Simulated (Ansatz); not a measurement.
# TaHO (singlet): from Hartree-Fock to the top rungs, def2-SVP

An exercise on one series of results from a longer session: the logs are not shown, and one member is left open.

Program: Ansatz 0.2.0, Gaussian basis. Level of theory: def2-SVP, core rule «outside noble gas», up to 5 orbitals frozen. These are calculated values, not measurements.

Plan: UHF; CCSD(T) on RHF; CCSD(T) on UHF; CISD; CCSDT(Q) on RHF; CCSDT(Q) on UHF.

19 further runs of the same task are left out: 1 for a known fault of the program, 8 that didn't finish, 10 set aside as unsound or not needed.

**The geometry**

The geometry is a PBE0/def2-TZVP stationary point (not a proven minimum) of the parent state, kept for this charge and spin. No spin-orbit coupling is included. Elements past krypton take def2 core potentials.

3 atoms, charge 0, spin multiplicity 1.

Atoms are counted from 1 here; the program's logs count them from 0.

Bond lengths: Ta1–O2 1.695 Å, Ta1–H3 1.777 Å. Angles: O2–Ta1–H3 103.7°.

As a file:

```xyz
3
charge 0, multiplicity 1
Ta    0.0000   -0.0162    0.1342
O     0.0000    0.0770   -1.5587
H     0.0000    1.6846    0.6480
```

Set-up of the first run:

in.yaml reads:

```yaml
crystal:
  periodic: [false, false, false]
  atoms:
    - {symbol: Ta, position_ang: [0.000000, -0.016196, 0.134207]}
    - {symbol: O, position_ang: [0.000000, 0.077043, -1.558659]}
    - {symbol: H, position_ang: [0.000000, 1.684643, 0.648045]}
basis:
  gaussian: {orbitals: def2-SVP}
magnetization: {spin_polarized: true, initial_magnetization: 0}
hamiltonian: {xc: hf}
output: {orbitals: {seedname: orbitals}}
```

Command:

```console
ansatz run in.yaml --threads 1 --pin off --events-out ev --progress --plain --max-ram 2393MiB
```

Among the steps run: UHF; CCSD(T) on RHF; CCSD(T) on UHF; CISD; CCSDT(Q) on RHF; CCSDT(Q) on UHF.

One table of the session follows, with a row left open; its other results are not shown here.

```
   method  from RCCSDT(Q) (meV)
      RHF               +9789.9
      UHF               +9201.0
     RMP2                +451.4
     UMP2                +312.4
    RCCSD                     ?
    UCCSD                +473.2
 RCCSD(T)                 +54.7
 UCCSD(T)                 -22.9
   RCCSDT                 +41.6
   UCCSDT                 -56.9
RCCSDT(Q)                     0
UCCSDT(Q)                 -93.5
```

**Question.** Estimate the row for RCCSD.

The run gave: from RCCSDT(Q) (meV): +595.6. In the column «from RCCSDT(Q) (meV)» it lies between UCCSD (+473.2) and UHF (+9201.0).

Not comparable, so not listed: CISD (they don't share determinant, frozen orbitals or solution with the rows shown, or repeat one).

The program flags UCCSD(T), UCCSDT(Q) as in doubt (see the logs), so those rows may rest on another solution; read them beside their warnings.

To keep in mind: The determinant is far from a pure spin state, so its energy mixes those of several spin states (harmless only where they are near-degenerate, as at dissociation). The program flags UCCSD(T), UCCSDT(Q) as in doubt, so those rows may rest on another solution; read them beside their warnings. Warnings: restricted reference is unstable; spin contamination; large T1 diagnostic. Restricted and unrestricted rows rest on different reference determinants; where their highest levels disagree by more than a few hundredths of an eV, they describe different states and don't form one ladder.
